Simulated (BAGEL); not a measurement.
# A workflow on Si2H4F2 (SMILES F[SiH](F)[SiH3])

We compute the energy (HF/def2-SVP), then the energy (NEVPT2(2,2)/def2-SVP), then the energy (CASPT2(2,2)/def2-SVP) of Si2H4F2. 

The results are computed with BAGEL 1.2.2.

2 further runs of the same task are left out: 2 set aside as unsound or not needed.

## 1. The structure to begin with

Si2H4F2: 8 atoms, total charge 0, spin state singlet. As SMILES, `F[SiH](F)[SiH3]`. The Si2–Si4 distance was set to 2.693 Å, away from the relaxed value.

Bond lengths: F1–Si2 1.593 Å, Si2–F3 1.593 Å, Si2–H5 1.482 Å, Si4–H6 1.486 Å, Si4–H7 1.486 Å, Si4–H8 1.485 Å. Angles: F1–Si2–F3 107.0°, F1–Si2–H5 107.3°, F3–Si2–H5 107.3°, H6–Si4–H7 109.2°, H6–Si4–H8 109.8°, H7–Si4–H8 109.8°. A long bond or contact: Si2–Si4 2.693 Å.

## 2. A single-point energy at HF/def2-SVP (density fitting with svp-jkfit) (run 1)

hf.json

```json
{ "bagel" : [

{
  "title" : "molecule",
  "basis" : "svp",
  "df_basis" : "svp-jkfit",
  "geometry" : [
    { "atom" : "F", "xyz" : [  2.44234629, -2.17392204,  3.45560988 ] },
    { "atom" : "Si", "xyz" : [  2.61223267, -0.80216984,  0.78070255 ] },
    { "atom" : "F", "xyz" : [  3.66462115, -2.82795625, -1.18272289 ] },
    { "atom" : "Si", "xyz" : [ -2.03183353,  0.70448990, -0.65554599 ] },
    { "atom" : "H", "xyz" : [  4.53824154,  1.21851430,  1.00331229 ] },
    { "atom" : "H", "xyz" : [ -3.01449111,  2.55547664,  1.21490493 ] },
    { "atom" : "H", "xyz" : [ -1.85797873,  1.93753620, -3.17341708 ] },
    { "atom" : "H", "xyz" : [ -3.75620862, -1.50573378, -0.79878723 ] }
  ]
},
{ "title" : "hf" },
{ "title" : "print", "file" : "orbitals.molden", "orbitals" : "true" }

]}
```

On the command line:

```
$ BAGEL_NUM_THREADS=1 BAGEL hf.json > hf.out
```

Log:

```text
* using 1 threads per process

  ===============================================================
  ===============================================================

  *** Geometry ***

  { "atom" : "F", "xyz" : [      2.442346,     -2.173922,      3.455610 ] },
  { "atom" : "Si", "xyz" : [      2.612233,     -0.802170,      0.780703 ] },
  { "atom" : "F", "xyz" : [      3.664621,     -2.827956,     -1.182723 ] },
[... 4 lines of this table left out ...]
  { "atom" : "H", "xyz" : [     -3.756209,     -1.505734,     -0.798787 ] },

  Number of auxiliary basis functions:      482

  Since a DF basis is specified, we compute 2- and 3-index integrals:
    o Being stored without compression. Storage requirement is 0.027 GB

  Number of basis functions:       84
  Number of electrons      :       50

    * METHOD: MOLECULE                             0.22

  *** RHF ***

  === Nuclear Repulsion ===
   216.4770051383

      * DIIS with orbital gradients will be used.

  === RHF iteration (svp) ===
      0       -778.59479426          0.01940445           0.07
      1       -778.73997366          0.01237346           0.07
      2       -778.81832384          0.00114020           0.07
[... 8 lines of this table left out ...]
     11       -778.81964949          0.00000000           0.07
    * SCF iteration converged.

    * Permanent dipole moment:
           (    0.331603,    -0.690694,     0.184675) a.u.

    * METHOD: HF                                   0.94

    * METHOD: PRINT                                0.02

  ===============================================================
```

It took 1.3 s on 1 thread of Arm Neoverse V1, shared host; peak memory 0.14 GiB.

## 3. A single-point energy at NEVPT2(2,2)/def2-SVP (density fitting with svp-jkfit) (run 2)

nevpt2.json

```json
{ "bagel" : [

{
  "title" : "molecule",
  "basis" : "svp",
  "df_basis" : "svp-jkfit",
  "geometry" : [
    { "atom" : "F", "xyz" : [     2.44234629,    -2.17392204,     3.45560988 ] },
    { "atom" : "Si", "xyz" : [     2.61223267,    -0.80216984,     0.78070255 ] },
    { "atom" : "F", "xyz" : [     3.66462115,    -2.82795625,    -1.18272289 ] },
    { "atom" : "Si", "xyz" : [    -2.03183353,     0.70448990,    -0.65554599 ] },
    { "atom" : "H", "xyz" : [     4.53824154,     1.21851430,     1.00331229 ] },
    { "atom" : "H", "xyz" : [    -3.01449111,     2.55547664,     1.21490493 ] },
    { "atom" : "H", "xyz" : [    -1.85797873,     1.93753620,    -3.17341708 ] },
    { "atom" : "H", "xyz" : [    -3.75620862,    -1.50573378,    -0.79878723 ] }
  ]
},

{ "title" : "hf" },

{ "title" : "nevpt2", "nstate" : 1, "nact" : 2, "nclosed" : 24, "active" : [25, 26], "maxiter" : 200, "natocc" : true, "ncore" : 12 },

{ "title" : "print", "file" : "orbitals.molden", "orbitals" : true }

]}
```

On the command line:

```
$ BAGEL_NUM_THREADS=1 BAGEL nevpt2.json > nevpt2.out
```

Log:

```text
* using 1 threads per process

  ===============================================================
  ===============================================================

  *** Geometry ***

  { "atom" : "F", "xyz" : [      2.442346,     -2.173922,      3.455610 ] },
  { "atom" : "Si", "xyz" : [      2.612233,     -0.802170,      0.780703 ] },
  { "atom" : "F", "xyz" : [      3.664621,     -2.827956,     -1.182723 ] },
[... 4 lines of this table left out ...]
  { "atom" : "H", "xyz" : [     -3.756209,     -1.505734,     -0.798787 ] },

[... 23 lines left out ...]
    * SCF iteration converged.
[... 1 line left out ...]
    * Permanent dipole moment:
[... 28 lines left out ...]
    * Second-order optimization converged. *
[... 9 lines left out ...]
     * ci vector, state   0, <S^2> = 0.0000
       2.     0.9906454769
       .2    -0.1364607606

  === DF-NEVPT2 calculation ===

    * 3-index integral transformation done
    * assembly done

      NEVPT2 correlation energy:   -0.5486807085      0.17

          (+0)     -0.4989824016
          (+0)'    -0.0085081005
          (+1)     -0.0121449816
          (+1)'    -0.0000000000
          (+2)     -0.0003305053
          (-1)     -0.0230896722
          (-1)'     0.0000000000
          (-2)     -0.0056250473

      NEVPT2 total energy:       -779.3830580431

    * METHOD: NEVPT2                               3.01

    * METHOD: PRINT                                0.02

  ===============================================================
```

Run time: 4.5 s. Hardware: 1 thread of Arm Neoverse V1, shared host; peak memory 0.14 GiB.

## 4. A single-point energy at CASPT2(2,2)/def2-SVP (density fitting with svp-jkfit) (run 3)

input.json

```json
{ "bagel": [

{
  "title": "molecule",
  "basis": "svp",
  "df_basis": "svp-jkfit",
  "angstrom": "false",
  "geometry": [
    { "atom": "F", "xyz": [     2.44234629,    -2.17392204,     3.45560988 ] },
    { "atom": "Si", "xyz": [     2.61223267,    -0.80216984,     0.78070255 ] },
    { "atom": "F", "xyz": [     3.66462115,    -2.82795625,    -1.18272289 ] },
    { "atom": "Si", "xyz": [    -2.03183353,     0.70448990,    -0.65554599 ] },
    { "atom": "H", "xyz": [     4.53824154,     1.21851430,     1.00331229 ] },
    { "atom": "H", "xyz": [    -3.01449111,     2.55547664,     1.21490493 ] },
    { "atom": "H", "xyz": [    -1.85797873,     1.93753620,    -3.17341708 ] },
    { "atom": "H", "xyz": [    -3.75620862,    -1.50573378,    -0.79878723 ] }
  ]
},

{ "title": "hf" },

{ "title": "casscf", "nstate": 1, "nact": 2, "nclosed": 24, "active": [25, 26], "maxiter": 200, "natocc": "true" },

{ "title": "print", "file": "orbitals.molden", "orbitals": "true" },

{ "title": "smith", "method": "caspt2", "ms": "true", "xms": "true", "sssr": "true", "shift": 0.2, "shift_imag": "true", "ncore": 12 }

]}
```

On the command line:

```
$ BAGEL_NUM_THREADS=1 BAGEL input.json > input.out
```

Log:

```text
* using 1 threads per process

  ===============================================================
  ===============================================================

  *** Geometry ***

  { "atom" : "F", "xyz" : [      2.442346,     -2.173922,      3.455610 ] },
  { "atom" : "Si", "xyz" : [      2.612233,     -0.802170,      0.780703 ] },
  { "atom" : "F", "xyz" : [      3.664621,     -2.827956,     -1.182723 ] },
[... 4 lines of this table left out ...]
  { "atom" : "H", "xyz" : [     -3.756209,     -1.505734,     -0.798787 ] },

[... 25 lines left out ...]
    * Permanent dipole moment:
[... 37 lines left out ...]
     * ci vector, state   0, <S^2> = 0.0000
[... 21 lines left out ...]
       #      aibj      arbs      arbi      airj      risj      airs      arst      rist         Etot      error   time
[... 9 lines left out ...]
      ------------------------------------------------------------------------------------------------------------------

    * CASPT2 energy : state  0     -779.3875153832
        w/o shift correction       -779.3854040151
        reference weight              0.8694483664

    * METHOD: SMITH                                0.69

  ===============================================================
```

Run time: 4.8 s. Hardware: 1 thread of Arm Neoverse V1, shared host; peak memory 0.19 GiB.

## 5. Summary of results

| quantity | value |
| --- | --- |
| run 1, HF/def2-SVP: total energy | -778.81965 Eh |
| run 1, HF/def2-SVP: dipole moment | 2.00 D |
| run 1, HF/def2-SVP: HOMO energy | -10.73 eV |
| run 1, HF/def2-SVP: LUMO energy | 3.17 eV |
| run 1, HF/def2-SVP: HOMO–LUMO gap | 13.91 eV |
| run 2, NEVPT2(2,2)/def2-SVP: total energy | -779.38306 Eh |
| run 3, CASPT2(2,2)/def2-SVP: total energy | -779.38752 Eh |
